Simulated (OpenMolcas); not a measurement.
**FNO-MP2/def2-TZVP (RICD fitting, virtual fraction 0.8) run of H2Se (SeH2)**

Aim: the energy change on altering one bond length of H2Se (SeH2) at FNO-MP2/def2-TZVP (RICD fitting, virtual fraction 0.8), from 2 runs. 

Program for the calculation: OpenMolcas 26.06.

12 further runs of the same task are left out: 12 set aside as unsound or not needed.

## Step 1: The structure to begin with

H2Se: 3 atoms, total charge 0, spin state singlet. SMILES: `[H][Se][H]`. The shape comes from GFN2-xTB, which is rough for such elements, and wasn't checked as a minimum.

Bond lengths: Se1–H2 1.436 Å, Se1–H3 1.439 Å. Angles: H2–Se1–H3 91.3°.

## Step 2: A single-point energy at FNO-MP2/def2-TZVP (RICD fitting, virtual fraction 0.8)

Input file test.input:

```
* H2Se FNO-MP2
>>> EXPORT MOLCAS_PRINT=2

&GATEWAY
 Coord
 3
 angstrom
 Se       0.005610      -0.007800      -0.669670
 H        1.025160      -0.016960       0.342160
 H       -1.030770       0.024760       0.327510
 Basis
 def2-TZVP
 Group
 NoSym
 RICD

&SEWARD

&SCF
 PrOrbitals
 1

&MBPT2
 FNOMP2
 0.8
 DoMP2
 Frozen
 9
```

On the command line:

```
$ export MOLCAS_MEM=1860
$ pymolcas test.input > test.log
```

Standard output:

```text
--- Start Module: gateway ---
[...]
--- Stop Module: gateway /rc=_RC_ALL_IS_WELL_ ---
[...]
      Basis functions           60
[...]
--- Start Module: scf ---
[...]
       Convergence after  10 Iterations
[...]
::    Total SCF energy                              -2401.0028203159
[...]
      Total spin, S                                     0.0000000000
[...]
      Total electronic charge=   36.000000
      Total            charge=   -0.000000
[...]
      Dipole Moment (debye):
      Origin of the operator (angstrom)=    0.0054   -0.0075   -0.6450
                   X= -5.4718E-03               Y=  9.8154E-03               Z=  8.4552E-01           Total=  8.4559E-01
      Quadrupole Moment (debye*angstrom):
[...]
--- Stop Module: scf /rc=_RC_ALL_IS_WELL_ ---
--- Start Module: mbpt2 ---
[...]
WARNING!
Default frozen orbitals as non valence orbitals is overwritten by user input.
Default values:  14
[...]
       Reference weight ( Cref**2 )         =        0.92539
::    Total MBPT2 energy                            -2401.2759895190
[...]
--- Stop Module: mbpt2 /rc=_RC_ALL_IS_WELL_ ---
[...]
```

Run time: 3.3 s. Hardware: 1 thread of Arm Neoverse V1, shared host; peak memory 0.19 GiB.

## Step 3: The distorted shape, same level

Input file test.inp:

```
&GATEWAY
Coord
3
angstrom
Se      -0.249311      -0.005510      -0.922661
H        1.025160      -0.016960       0.342160
H       -1.285691       0.027050       0.074519
Basis = def2-TZVP
Group = NoSym
RICD
&SEWARD
&SCF
PrOrbitals = 1
&MBPT2
FNOMP2 = 0.8
DoMP2
Frozen = 9
```

On the command line:

```
$ export MOLCAS_MEM=1860
$ pymolcas test.inp > test.log
```

Standard output:

```text
--- Start Module: gateway ---
[...]
--- Stop Module: gateway /rc=_RC_ALL_IS_WELL_ ---
[...]
      Basis functions           60
[...]
--- Start Module: scf ---
[...]
       Convergence after  10 Iterations
[...]
::    Total SCF energy                              -2400.9710154439
[...]
      Total spin, S                                     0.0000000000
[...]
      Total electronic charge=   36.000000
      Total            charge=   -0.000000
[...]
      Dipole Moment (debye):
      Origin of the operator (angstrom)=   -0.2464   -0.0053   -0.8948
                   X= -1.9730E-01               Y=  1.2061E-02               Z=  7.0064E-01           Total=  7.2799E-01
      Quadrupole Moment (debye*angstrom):
[...]
--- Stop Module: scf /rc=_RC_ALL_IS_WELL_ ---
--- Start Module: mbpt2 ---
[...]
WARNING!
Default frozen orbitals as non valence orbitals is overwritten by user input.
Default values:  14
[...]
       Reference weight ( Cref**2 )         =        0.91959
::    Total MBPT2 energy                            -2401.2450896589
[...]
--- Stop Module: mbpt2 /rc=_RC_ALL_IS_WELL_ ---
[...]
```

Wall time 3.3 s (1 thread of Arm Neoverse V1, shared host); peak memory 0.19 GiB.

## Step 4: Summary of results

At FNO-MP2/def2-TZVP (RICD fitting, virtual fraction 0.8), 9 core orbitals frozen:

```
                                                          quantity           value
                                         first shape: total energy  -2401.27599 Eh
                   first shape: dipole moment (mean-field density)          0.85 D
                  first shape: HOMO energy (Hartree–Fock orbitals)        -9.77 eV
                  first shape: LUMO energy (Hartree–Fock orbitals)         3.50 eV
                first shape: HOMO–LUMO gap (Hartree–Fock orbitals)        13.27 eV
          first shape: correlation energy (9 core orbitals frozen)      -273.2 mEh
                                     distorted shape: total energy  -2401.24509 Eh
               distorted shape: dipole moment (mean-field density)          0.73 D
              distorted shape: HOMO energy (Hartree–Fock orbitals)        -9.81 eV
              distorted shape: LUMO energy (Hartree–Fock orbitals)         1.75 eV
            distorted shape: HOMO–LUMO gap (Hartree–Fock orbitals)        11.56 eV
      distorted shape: correlation energy (9 core orbitals frozen)      -274.1 mEh
energy change with the Se1–H2 bond stretched from 1.436 to 1.796 Å        0.841 eV
```

**Reading.** With the Se1–H2 bond stretched from 1.436 to 1.796 Å the energy rises by 0.84 eV (81.1 kJ/mol). The first shape isn't relaxed at this level, so the change isn't measured from a minimum. Mulliken charges (distorted shape) of the mean-field density run from -0.24 on Se1 to +0.13 on H3.
